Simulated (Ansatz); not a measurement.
# Isostructural Rb3Na, KRb3, CsRb3: table of trends, by script

A script is to give a table of trends; the system is isostructural Rb3Na, KRb3, CsRb3.

All numbers are computed with Ansatz 0.2.0, driven from Python. Level of theory: DFT PBEsol, plane waves, norm-conserving potentials.

### Step 1. The system

Rb3Na Pm-3m: It takes space group Pm-3m (No. 221, cubic). Conventional cell: a = 6.761 Å, b = 6.761 Å, c = 6.761 Å, α = 90.00°, β = 90.00°, γ = 90.00°.

KRb3 Pm-3m: The structure is cubic, space group Pm-3m (No. 221). Conventional cell: a = 7.141 Å, b = 7.141 Å, c = 7.141 Å, α = 90.00°, β = 90.00°, γ = 90.00°.

CsRb3 Pm-3m: It takes space group Pm-3m (No. 221, cubic). The conventional cell has a = 7.392 Å, b = 7.392 Å, c = 7.392 Å, α = 90.00°, β = 90.00°, γ = 90.00°.

The script holds or builds the structure itself.

### Step 2. The code

The input, rb3na_trend.py:

```python
import csv
import warnings

import ansatz as az
import matplotlib.pyplot as plt
import numpy as np

MAX_ITERATIONS = 80
KSPACING = 0.39
SMEARING = "cold"
SIGMA = 0.1

PHASES = {
    "Rb3Na": (
        [[6.760598, 0.0, 0.0], [0.0, 6.760598, 0.0], [0.0, 0.0, 6.760598]],
        [
            ("Rb", [0.0, 0.5, 0.5]),
            ("Rb", [0.5, 0.0, 0.5]),
            ("Rb", [0.5, 0.5, 0.0]),
            ("Na", [0.0, 0.0, 0.0]),
        ],
    ),
    "KRb3": (
        [[7.141485, 0.0, 0.0], [0.0, 7.141485, 0.0], [0.0, 0.0, 7.141485]],
        [
            ("K", [0.0, 0.0, 0.0]),
            ("Rb", [0.0, 0.5, 0.5]),
            ("Rb", [0.5, 0.0, 0.5]),
            ("Rb", [0.5, 0.5, 0.0]),
        ],
    ),
    "CsRb3": (
        [[7.391966, 0.0, 0.0], [0.0, 7.391966, 0.0], [0.0, 0.0, 7.391966]],
        [
            ("Cs", [0.0, 0.0, 0.0]),
            ("Rb", [0.0, 0.5, 0.5]),
            ("Rb", [0.5, 0.0, 0.5]),
            ("Rb", [0.5, 0.5, 0.0]),
        ],
    ),
}


def build(vectors, sites):
    crystal = az.Crystal(lattice=az.Lattice.of(vectors))
    for symbol, position in sites:
        crystal = crystal.atom(symbol, position)
    return crystal


def compute(name, crystal):
    calc = (
        crystal.calculation()
        .functional(az.Functional.PBESOL)
        .pseudopotentials("nc")
        .scf(max_iterations=MAX_ITERATIONS)
        .kpoints(spacing=KSPACING)
        .occupations(SMEARING, width=SIGMA)
        .stress()
        .band_table()
    )
    calc = calc.relax(force_tolerance=0.02, max_steps=40, cell=True)
    return calc.run(threads=1, pin="off")


def volume_per_atom(outcome):
    return abs(np.linalg.det(outcome.lattice.cell_ang)) / len(outcome.lattice.sites)

warnings.simplefilter("ignore", az.DeckWarning)

phases = {name: build(*cell) for name, cell in PHASES.items()}

done = {}
for name, crystal in phases.items():
    try:
        done[name] = compute(name, crystal)
    except az.NonConvergedError as error:
        print(name, "did not converge:", str(error)[:120])

rows = [(name, volume_per_atom(o)) for name, o in done.items()]
with open("trend.csv", "w", newline="") as handle:
    writer = csv.writer(handle)
    writer.writerow(["compound", "V (A^3/atom)"])
    writer.writerows([round(v, 4) if isinstance(v, float) else v for v in row] for row in rows)
print(open("trend.csv").read())
plt.figure(figsize=(4.5, 3))
plt.bar([row[0] for row in rows], [row[1] for row in rows])
plt.ylabel("V (A^3/atom)")
plt.tight_layout()
plt.savefig("trend.png", dpi=100)
```

### Step 3. The input behind the calls

The package turns the script's settings into the engine's input (first run):

```yaml
crystal:
  lattice:
    - [6.760598, 0.0, 0.0]
    - [0.0, 6.760598, 0.0]
    - [0.0, 0.0, 6.760598]
  atoms:
    - { symbol: Rb, position: [0.0, 0.5, 0.5] }
    - { symbol: Rb, position: [0.5, 0.0, 0.5] }
    - { symbol: Rb, position: [0.5, 0.5, 0.0] }
    - { symbol: Na, position: [0.0, 0.0, 0.0] }
kpoints:
  mp_grid:
    kspacing: 0.39
hamiltonian:
  xc: pbesol
  pseudopotentials:
    kind: nc
scf:
  max_iter: 80
  occupations:
    method: cold
    width: 0.1
relax:
  f_tol: 0.02
  max_steps: 40
  cell: {}
output:
  stress: true
  eigenvalues: true
```

### Step 4. The run

On the command line:

```sh
python rb3na_trend.py
```

Without the output at hand: what should come out? Wanted: Rb3Na; KRb3; CsRb3.

As calculated:

```
                                  quantity                 value
                             runs compared                     3
Rb3Na (run 1): relaxed volume, space group  72.86 Å³/atom, Pm-3m
 KRb3 (run 2): relaxed volume, space group  83.67 Å³/atom, Pm-3m
CsRb3 (run 3): relaxed volume, space group  93.34 Å³/atom, Pm-3m
```

What this shows: By relaxed volume an atom the order is Rb3Na (run 1) < KRb3 (run 2) < CsRb3 (run 3). In run 1, the volume shrank by 5.7 % over 2 moves, and the space group stayed Pm-3m. In run 2, over 3 moves the cell shrank by 8.1 % in volume, and the space group stayed Pm-3m. What to keep in mind:
- For the metals among these cells the mesh is coarse, so their volumes and pressures are rough.
- Some members of the series are computed structures and not known phases.
